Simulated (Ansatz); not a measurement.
SbAs:

```
Sb As
1.0
     2.03271    1.17359    3.71659
    -2.03271    1.17359    3.71659
     0.00000   -2.34718    3.71659
Sb As
1 1
Cartesian
  0.0000 0.0000 8.5954
  0.0000 0.0000 2.5544
```

The cell is a database's computed one.

```yaml
Program: Ansatz 0.2.0
Task: relaxation of cell and atoms
Functional: revPBE
Dispersion: D4
Potentials_or_basis: all-electron LAPW, scalar-relativistic
Basis_error_allowed: 0.001 eV/atom
k_mesh: 8 × 8 × 8
Occupations: fermi-dirac, width 0.05 eV
Spin: no spin polarisation
```

At the start: volume 26.60 Å³/atom.

Problem. How do energy, volume and symmetry change on relaxing?

Solution. Over 7 steps the energy falls by 29.2 meV/atom and the volume is 24.41 Å³/atom (-8.2 %); space group R3m (No. 160, to 0.05 Å).

Step by step:
```csv
step,energy change (eV),largest force (eV/Å),volume (Å³)
1,0.0000,0.1976,53.20
2,-0.0376,0.1167,47.46
3,-0.0557,0.0258,49.06
4,-0.0570,0.0029,49.00
5,-0.0581,0.0146,49.02
6,-0.0583,0.0142,48.81
7,-0.0584,0.0142,48.81
```

Final structure:
```cif
data_structure
_symmetry_space_group_name_H-M 'P 1'
_symmetry_Int_Tables_number 1
_cell_length_a 4.1673
_cell_length_b 4.1673
_cell_length_c 4.1673
_cell_angle_alpha 57.987
_cell_angle_beta 57.987
_cell_angle_gamma 57.987
_cell_volume 48.81
loop_
_atom_site_label
_atom_site_type_symbol
_atom_site_fract_x
_atom_site_fract_y
_atom_site_fract_z
_atom_site_occupancy
Sb1 Sb 0.76466 0.76466 0.76466 1
As1 As 0.23534 0.23534 0.23534 1
```
